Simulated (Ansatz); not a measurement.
# NiGe3: magnetic order and moments

This session on NiGe3 sets out to find which magnetic order is lowest.

Method: DFT PBE, scalar-relativistic, plane waves, PAW for the base; runs at other levels say so in their headings and inputs, in Ansatz 0.2.0.

2 further runs of the same task are left out: 2 set aside as unsound or not needed.

**1. Starting point**

The structure is cubic, space group Fm-3m (No. 225). The conventional cell has a = 6.415 Å, b = 6.415 Å, c = 6.415 Å, α = 90.00°, β = 90.00°, γ = 90.00°. Ge (site symmetry -43m) is surrounded by 4 Ge at 2.78 Å and 4 Ni at 2.78 Å. Ge (site symmetry m-3m) is surrounded by 8 Ge at 2.78 Å. Ni (site symmetry m-3m) is surrounded by 8 Ge at 2.78 Å.

Coordinates:

```xyz
4
Lattice="0.0000 3.2075 3.2075 3.2075 0.0000 3.2075 3.2075 3.2075 0.0000" Properties=species:S:1:pos:R:3 pbc="T T T"
Ge    1.6038    1.6038    1.6038
Ge    4.8113    4.8113    4.8113
Ge    3.2075    3.2075    3.2075
Ni    0.0000    0.0000    0.0000
```

It is the result of an earlier relaxation at this level (volume 16.50 Å³/atom; gap on the mesh: none (metal)).

This is a hypothetical structure, made by putting the elements on a prototype's sites.

**2. Magnetic start: large parallel starting moments**

input.yaml

```yaml
crystal:
  lattice:
    - [0.0, 3.2075084407, 3.2075084407]
    - [3.2075084407, 0.0, 3.2075084407]
    - [3.2075084407, 3.2075084407, 0.0]
  atoms:
    - { symbol: Ge, position: [0.25, 0.25, 0.25] }
    - { symbol: Ge, position: [0.75, 0.75, 0.75] }
    - { symbol: Ge, position: [0.5, 0.5, 0.5] }
    - { symbol: Ni, position: [0.0, 0.0, 0.0], spin: 2.5 }
basis:
  ecutwfc: 420
kpoints:
  mp_grid: { grid: [12, 12, 12] }
hamiltonian:
  xc: pbe
scf:
  occupations: { method: gaussian, width: 0.1 }
  lower_state_search: "off"
output:
  forces: true
  stress: true
  eigenvalues: true
  populations: true
magnetization:
  spin_polarized: true
```

On the command line:

```bash
ansatz run input.yaml --threads 1 --pin off --max-ram 2560MiB --backend cpu --events-out ev --progress --plain --runs-dir out
```

The log of the run, cut to the lines that bear on the results:

```text
Warning: RAYON_NUM_THREADS=1 ignored (pool sized by the plan → 1); use --threads N
[...]
Pseudopotentials: kind: paw
Pseudopotential: Ge, paw, valence charge 14, recommended cutoff 420 eV (normal), Ge.paw.azcp
Pseudopotential: Ni, paw, valence charge 18, recommended cutoff 420 eV (normal), Ni.paw.azcp
Functional definition: PBE
[...]
Crystal: 4 atoms, lattice volume = 65.998 Å³
Basis set: ecut = 420 eV, 1243 PW (Γ), exchange–correlation on 64×64×64 points (8 copies of the dense FFT grid, shifted against one another)
Bands: 38, of which v1, the nominal top of the filled ones, is band 30 counted from 1 (29 counted from 0)
Symmetry: 48 space group operations
Space group: Fm-3m (ITA 225), of the structure as read, at distance tolerance 4.0e-5 Å
Magnetic group: BNS 225.116 (UNI 1618), of the structure as read, at distance tolerance 4.0e-5 Å
k-points: 72 of 1728
[...]
Starting moments: Σ|m| = 2.5 μB on 1 of 4 sites
[...]
SCF iter   1: F=—  HF=-18724.260411 eV  |F-HF|=—  |Δ(HF+E_count)|=         —  Δρ=1.97e-1 (↑4.45e-2 ↓1.97e-1)  dr2=1.46e1  dr2_m=8.65e0  M=0.257 μB ∫|m|=0.368 μB  β_m=0.30  ethr=3.10e-3  ⟨swp⟩=5.2  Hψ=18158  notcnv=0
[...]
spin=Collinear: Kerker preconditioning applied to the charge; magnetization (m = ρ↑ − ρ↓) channel mixes plain (no charge-response kernel on spin).
[...]
spin-set hold released at iteration 8 (site moments contracting): the magnetisation degrees of freedom join the quasi-Newton model from the next iteration; the mixer history was flushed
[...]
SCF iter  19: F=-18723.516735 eV  HF=-18723.516735 eV  |F-HF|=8.51e-10  |Δ(HF+E_count)|=   1.86e-9  Δρ=5.66e-7 (↑5.66e-7 ↓3.36e-7)  dr2=3.15e-10  dr2_m=2.79e-11  M=0.000 μB ∫|m|=0.000 μB  ethr=3.81e-11  ⟨swp⟩=1.8  Hψ=15171  notcnv=0
WARN: the starting moments were not kept: the SCF closed with an absolute magnetisation of 1.2e-5 μB, where they sum to 2.5 μB in size (1 site). That is at most 0.1 of that sum. Measured as dr2_m measures the in/out step, that magnetisation stands 9.8e-11 eV from none, at or under the [...]
SCF converged after 19 iterations
Magnetization: 0.0000 μB (30.0000 up, 30.0000 down)
Absolute magnetization: 0.0000 μB (∫|ρ↑−ρ↓|, with the PAW one-centre terms)
Spin contamination: 0.0000 ħ² per cell (⟨S²⟩ above its minimum at these occupations)
Per-site moments (μB) at R_I (Å): [(-6.176840025386105e-7, 1.1458358144059253), (-6.176840024693148e-7, 1.1458358144059253), (9.515393642429297e-7, 1.1458358144059253), (4.444647213643226e-6, 1.1458358144059253)]
Free energy (F): -18723.516735 eV
[...]
E sigma→0 (E₀):  -18723.510880 eV
Entropy (-TS):   -0.011709 eV (-2.927 meV/atom)
Fermi energy:    12.657797 eV
[...]
--- Forces (eV/Å), atoms counted from 1 ---
  atom   1  Ge     0.00000000     0.00000000     0.00000000
  atom   2  Ge     0.00000000    -0.00000000     0.00000000
  atom   3  Ge     0.00000000    -0.00000000     0.00000000
  atom   4  Ni    -0.00000000     0.00000000    -0.00000000
[...]
--- Stress (GPa, compression-positive) ---
       -0.006166      -0.000000       0.000000
       -0.000000      -0.006166       0.000000
       -0.000000       0.000000      -0.006166
  P = ⅓ Tr σ = -0.0062 GPa (-0.062 kbar)
--- Band table (eV; the first three rows and the last of 144) ---
[...]
--- Löwdin populations: 4 sites ---
  site symbol       q [e]    m [muB]
     0     Ge     14.1179    -0.0000
     1     Ge     14.1179    -0.0000
     2     Ge     14.0203     0.0000
     3     Ni     17.4843     0.0000
  spilling = 0.004327 (of n_electrons = 60.000000)
```

It took 62 s on 1 thread of Intel Xeon Platinum 8259CL at 2.50GHz (Skylake/Cascade Lake), shared host; peak memory 0.58 GiB.

Read-out: -4680.8777 eV/atom at zero smearing, pressure -0.01 GPa and no gap on the mesh. The moments have vanished. The log warns that the starting moments were lost.

**3. Magnetic start: antiferromagnetic, doubled cell, propagation vector (0, 0, 1/2)**

input.yaml

```yaml
crystal:
  lattice:
    - [0.0, 3.2075084407, 3.2075084407]
    - [3.2075084407, 0.0, 3.2075084407]
    - [6.4150168814, 6.4150168814, 0.0]
  atoms:
    - { symbol: Ge, position: [0.25, 0.25, 0.125] }
    - { symbol: Ge, position: [0.75, 0.75, 0.375] }
    - { symbol: Ge, position: [0.5, 0.5, 0.25] }
    - { symbol: Ni, position: [0.0, 1.0, 0.0], spin: 1.0 }
    - { symbol: Ge, position: [0.25, 0.25, 0.625] }
    - { symbol: Ge, position: [0.75, 0.75, 0.875] }
    - { symbol: Ge, position: [0.5, 0.5, 0.75] }
    - { symbol: Ni, position: [0.0, 1.0, 0.5], spin: -1.0 }
basis:
  ecutwfc: 420
kpoints:
  mp_grid: { grid: [12, 12, 6] }
hamiltonian:
  xc: pbe
scf:
  occupations: { method: gaussian, width: 0.1 }
  lower_state_search: "off"
output:
  forces: true
  stress: true
  eigenvalues: true
  populations: true
magnetization:
  spin_polarized: true
```

On the command line:

```bash
ansatz run input.yaml --threads 1 --pin off --max-ram 2560MiB --backend cpu --events-out ev --progress --plain --runs-dir out
```

The log of the run, cut to the lines that bear on the results:

```text
Warning: RAYON_NUM_THREADS=1 ignored (pool sized by the plan → 1); use --threads N
[...]
[... 4 set-up lines as earlier in the session ...]
[...]
Crystal: 8 atoms, lattice volume = 131.997 Å³
Basis set: ecut = 420 eV, 2551 PW (Γ), exchange–correlation on 64×64×128 points (8 copies of the dense FFT grid, shifted against one another)
Bands: 74, of which v1, the nominal top of the filled ones, is band 60 counted from 1 (59 counted from 0)
Symmetry: 12 space group operations
Space group: R-3m (ITA 166), of the structure as read, at distance tolerance 5.1e-5 Å
Magnetic group: BNS 166.102 (UNI 1332), of the structure as read, at distance tolerance 5.1e-5 Å
k-points: 98 of 864
[...]
Starting moments: Σ|m| = 2 μB on 2 of 8 sites
Starting magnetic order: antiferromagnet; a translation exchanges its spin sublattices: spin-degenerate at every k-point
[...]
WARN: the starting moments were not kept: the SCF closed with an absolute magnetisation of 1.6e-5 μB, where they sum to 2 μB in size (2 sites). That is at most 0.1 of that sum. Measured as dr2_m measures the in/out step, that magnetisation stands 8.8e-12 eV from none, at or under the [...]
Fermi energy:    12.657795 eV
[...]
--- Forces (eV/Å), atoms counted from 1 ---
  atom   1  Ge     0.00000005     0.00000005    -0.00000005
  atom   2  Ge    -0.00000005    -0.00000005     0.00000005
  atom   3  Ge    -0.00000000    -0.00000000     0.00000000
  atom   4  Ni     0.00000000     0.00000000     0.00000000
  atom   5  Ge     0.00000005     0.00000005    -0.00000005
  atom   6  Ge    -0.00000005    -0.00000005     0.00000005
  atom   7  Ge     0.00000000     0.00000000    -0.00000000
  atom   8  Ni     0.00000000     0.00000000    -0.00000000
[...]
--- Stress (GPa, compression-positive) ---
       -0.006128       0.000000      -0.000000
        0.000000      -0.006128      -0.000000
       -0.000000      -0.000000      -0.006128
  P = ⅓ Tr σ = -0.0061 GPa (-0.061 kbar)
--- Band table (eV; the first three rows and the last of 196) ---
[...]
--- Löwdin populations: 8 sites ---
  site symbol       q [e]    m [muB]
     0     Ge     14.1179     0.0000
     1     Ge     14.1179    -0.0000
     2     Ge     14.0203    -0.0000
     3     Ni     17.4843    -0.0000
     4     Ge     14.1179    -0.0000
     5     Ge     14.1179     0.0000
     6     Ge     14.0203    -0.0000
     7     Ni     17.4843     0.0000
  spilling = 0.004327 (of n_electrons = 120.000000)
```

Run time: 3 min. Hardware: 1 thread of Intel Xeon Platinum 8259CL at 2.50GHz (Skylake/Cascade Lake), shared host; peak memory 1.3 GiB.

This run gives -4680.8777 eV/atom at zero smearing, pressure -0.01 GPa and no gap on the mesh. The moments have vanished. The log warns that the starting moments were lost.

**4. The magnetic starts in order of energy**

All runs keep the base geometry. A propagation vector, in units of the reciprocal vectors, doubles the cell. Energies are extrapolated to zero smearing. Site moments are spin moments in atom-centred spheres that scale with the neighbour distance.

```tsv
start	ends	energy above the lowest (meV/atom)	site moments (μB)	gap on the mesh (eV)	pressure (GPa)	CPU time
no spin	non-magnetic (imposed)	0.00	none	metal	0.0	41 s
large parallel starting moments	non-magnetic	0.00	none over 0.05	metal	0.0	61 s
antiferromagnetic, doubled cell, propagation vector (0, 0, 1/2)	non-magnetic	0.00	none over 0.05	metal	0.0	3 min
```

**5. Start: no spin polarisation, with r2SCAN**

input.yaml

```yaml
crystal:
  lattice:
    - [0.0, 3.2075084407, 3.2075084407]
    - [3.2075084407, 0.0, 3.2075084407]
    - [3.2075084407, 3.2075084407, 0.0]
  atoms:
    - { symbol: Ge, position: [0.25, 0.25, 0.25] }
    - { symbol: Ge, position: [0.75, 0.75, 0.75] }
    - { symbol: Ge, position: [0.5, 0.5, 0.5] }
    - { symbol: Ni, position: [0.0, 0.0, 0.0] }
basis:
  ecutwfc: 500
kpoints:
  mp_grid: { grid: [12, 12, 12] }
hamiltonian:
  xc: r2scan
scf:
  occupations: { method: gaussian, width: 0.1 }
  lower_state_search: "off"
output:
  forces: true
  stress: true
  eigenvalues: true
```

On the command line:

```bash
ansatz run input.yaml --threads 1 --pin off --max-ram 2560MiB --backend cpu --events-out ev --progress --plain --runs-dir out
```

The log of the run, cut to the lines that bear on the results:

```text
Warning: RAYON_NUM_THREADS=1 ignored (pool sized by the plan → 1); use --threads N
[...]
[... 1 set-up line as earlier in the session ...]
Pseudopotential: Ge, paw, valence charge 14, recommended cutoff 500 eV (meta_gga), Ge.paw.azcp
Pseudopotential: Ni, paw, valence charge 18, recommended cutoff 500 eV (meta_gga), Ni.paw.azcp
Functional definition: r2SCAN
[...]
Crystal: 4 atoms, lattice volume = 65.998 Å³
Basis set: ecut = 500 eV, 1687 PW (Γ), exchange–correlation on 144×144×144 points (64 copies of the dense FFT grid, shifted against one another)
Bands: 36, of which v1, the nominal top of the filled ones, is band 30 counted from 1 (29 counted from 0)
[... 2 set-up lines as earlier in the session ...]
k-points: 72 of 1728
[...]
SCF iter   1: F=-18751.365543 eV  HF=-18751.958176 eV  |F-HF|=5.93e-1  |Δ(HF+E_count)|=         —  Δρ=3.82e-2  dr2=7.71e-1  dr2_τ=4.86e-2  ethr=1.77e-3  ⟨swp⟩=4.8  Hψ=8796  notcnv=0
[...]
SCF iter  11: F=-18751.984417 eV  HF=-18751.984417 eV  |F-HF|=1.97e-8  |Δ(HF+E_count)|=   2.65e-8  Δρ=7.96e-6  dr2=3.25e-8  dr2_τ=6.78e-10  ethr=1.67e-10  ⟨swp⟩=7.4  Hψ=10934  notcnv=0
[...]
SCF converged after 11 iterations
Free energy (F): -18751.984417 eV
[...]
E sigma→0 (E₀):  -18751.978757 eV
Entropy (-TS):   -0.011321 eV (-2.830 meV/atom)
Fermi energy:    12.560317 eV
[...]
--- Forces (eV/Å), atoms counted from 1 ---
  atom   1  Ge     0.00000000     0.00000000     0.00000000
  atom   2  Ge     0.00000000     0.00000000     0.00000000
  atom   3  Ge     0.00000000    -0.00000000    -0.00000000
  atom   4  Ni    -0.00000000     0.00000000     0.00000000
[...]
--- Stress (GPa, compression-positive) ---
       -2.999045      -0.000000      -0.000000
       -0.000000      -2.999045       0.000000
       -0.000000      -0.000000      -2.999045
  P = ⅓ Tr σ = -2.9990 GPa (-29.990 kbar)
--- Band table (eV; the first three rows and the last of 72) ---
[...]
```

Run time: 33 s. Hardware: 1 thread of Intel Xeon Platinum 8259CL at 2.50GHz (Skylake/Cascade Lake), shared host; peak memory 0.72 GiB.

Read-out: -4687.9947 eV/atom at zero smearing, pressure -3.00 GPa and no gap on the mesh.

**6. Magnetic start with r2SCAN: large parallel starting moments**

Edit input.yaml of step 5 so:

```diff
@@ -9,3 +9,3 @@
     - { symbol: Ge, position: [0.5, 0.5, 0.5] }
-    - { symbol: Ni, position: [0.0, 0.0, 0.0] }
+    - { symbol: Ni, position: [0.0, 0.0, 0.0], spin: 2.5 }
 basis:
@@ -23 +23,4 @@
   eigenvalues: true
+  populations: true
+magnetization:
+  spin_polarized: true
```

On the command line:

```bash
ansatz run input.yaml --threads 1 --pin off --max-ram 2560MiB --backend cpu --events-out ev --progress --plain --runs-dir out
```

The log of the run, cut to the lines that bear on the results:

```text
Warning: RAYON_NUM_THREADS=1 ignored (pool sized by the plan → 1); use --threads N
[...]
[... 4 set-up lines as earlier in the session ...]
[...]
Crystal: 4 atoms, lattice volume = 65.998 Å³
Basis set: ecut = 500 eV, 1687 PW (Γ), exchange–correlation on 144×144×144 points (64 copies of the dense FFT grid, shifted against one another)
Bands: 38, of which v1, the nominal top of the filled ones, is band 30 counted from 1 (29 counted from 0)
[... 2 set-up lines as earlier in the session ...]
Magnetic group: BNS 225.116 (UNI 1618), of the structure as read, at distance tolerance 4.0e-5 Å
k-points: 72 of 1728
[...]
Starting moments: Σ|m| = 2.5 μB on 1 of 4 sites
[...]
WARN: the starting moments were not kept: the SCF closed with an absolute magnetisation of 2.0e-5 μB, where they sum to 2.5 μB in size (1 site). That is at most 0.1 of that sum. Measured as dr2_m measures the in/out step, that magnetisation stands 3.1e-10 eV from none, at or under the [...]
Per-site moments (μB) at R_I (Å): [(-1.1708152068734466e-6, 1.1458358144059253), (-1.170815206493214e-6, 1.1458358144059253), (1.765510092649019e-6, 1.1458358144059253), (9.856790221677609e-6, 1.1458358144059253)]
Free energy (F): -18751.984417 eV
[...]
E sigma→0 (E₀):  -18751.978756 eV
Entropy (-TS):   -0.011321 eV (-2.830 meV/atom)
Fermi energy:    12.560330 eV
[...]
--- Forces (eV/Å), atoms counted from 1 ---
  atom   1  Ge    -0.00000000     0.00000000     0.00000000
  atom   2  Ge    -0.00000000     0.00000000     0.00000000
  atom   3  Ge     0.00000000    -0.00000000     0.00000000
  atom   4  Ni    -0.00000000     0.00000000     0.00000000
[...]
--- Stress (GPa, compression-positive) ---
       -2.999254      -0.000000       0.000000
        0.000000      -2.999254       0.000000
        0.000000       0.000000      -2.999254
  P = ⅓ Tr σ = -2.9993 GPa (-29.993 kbar)
--- Band table (eV; the first three rows and the last of 144) ---
[...]
--- Löwdin populations: 4 sites ---
  site symbol       q [e]    m [muB]
     0     Ge     14.1265    -0.0000
     1     Ge     14.1265    -0.0000
     2     Ge     14.0203     0.0000
     3     Ni     17.4739     0.0000
  spilling = 0.004214 (of n_electrons = 60.000000)
```

Run time: 2.5 min. Hardware: 1 thread of Intel Xeon Platinum 8259CL at 2.50GHz (Skylake/Cascade Lake), shared host; peak memory 0.84 GiB.

Result: -4687.9947 eV/atom at zero smearing, pressure -3.00 GPa and no gap on the mesh. The moments have vanished. The log warns that the starting moments were lost; that the state wasn't tested for a lower one.

**7. The magnetic starts in order of energy with r2SCAN**

All runs keep the base geometry. Energies are extrapolated to zero smearing. Site moments are spin moments in atom-centred spheres that scale with the neighbour distance.

```tsv
start	ends	energy above the lowest (meV/atom)	site moments (μB)	gap on the mesh (eV)	pressure (GPa)	CPU time
no spin	non-magnetic (imposed)	0.00	none	metal	-3.0	32 s
large parallel starting moments	non-magnetic	0.00	none over 0.05	metal	-3.0	2.5 min
```

**8. What came out**

| quantity | value |
| --- | --- |
| magnetic state | non-magnetic from all starts in the table |
| magnetic state with r2SCAN | non-magnetic from all starts in the table |

What this shows: All starts in the table end without moments: as far as tried, the cell is non-magnetic at this level. All starts in the table with r2SCAN end without moments: as far as tried, the cell is non-magnetic at this level. A spin-polarised run here lost its starting moments, which speaks against magnetism, though one start doesn't rule it out.
